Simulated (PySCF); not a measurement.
# C9H14: the cost of one run

Computed with PySCF 2.14.0 and routines of our own; the level stands in each step. Atoms count from 0.

## 1. The system as given

23 atoms, charge 0, multiplicity 1; geometry from: GFN2-xTB.

## 2. Excited states: TDA CAM-B3LYP/def2-SVP

Job settings and geometry (Å):

```
{"job": {"kind": "states", "xc": "CAM-B3LYP", "basis": "def2-SVP", "tda": true, "soc": true, "nstates": 8, "ntriplets": 5, "nquad": 4}, "charge": 0, "multiplicity": 1}
C     -2.001831     1.312696    -1.142941
C     -1.491897     0.880062    -0.005209
C     -0.652448    -0.346751     0.164155
C     -1.531046    -1.466807     0.722671
C      0.210603    -0.820844    -1.028211
C      1.463750    -0.791586    -0.140916
C      2.283088     0.499132    -0.256328
C      1.385236     1.156559     0.806344
C      0.635391    -0.172256     1.001223
H     -2.621042     2.192674    -1.190647
H     -1.827796     0.805660    -2.077506
H     -1.701901     1.404859     0.919437
H     -1.987422    -1.158183     1.661767
H     -0.935756    -2.359559     0.902222
H     -2.323656    -1.709241     0.017187
H      0.255750    -0.117601    -1.856408
H     -0.060408    -1.802671    -1.410962
H      2.010338    -1.726080    -0.040276
H      3.316466     0.383627     0.065563
H      2.272131     0.967972    -1.239001
H      1.917685     1.497732     1.692145
H      0.764229     1.968455     0.432731
H      0.615786    -0.570863     2.013037
```

Method: TDA CAM-B3LYP/def2-SVP excited states, vertical, gas phase, spin-orbit mean-field couplings.

The run is started by

```
> OMP_NUM_THREADS=1 python excited_run.py task.json out
```

One launch serves the whole session: the jobs run in the order shown.

**Question.** How long does this first job take on 1 thread of Arm Neoverse N1, shared host, and how much memory does it need?

About 87 s, with a peak of 0.94 GiB.
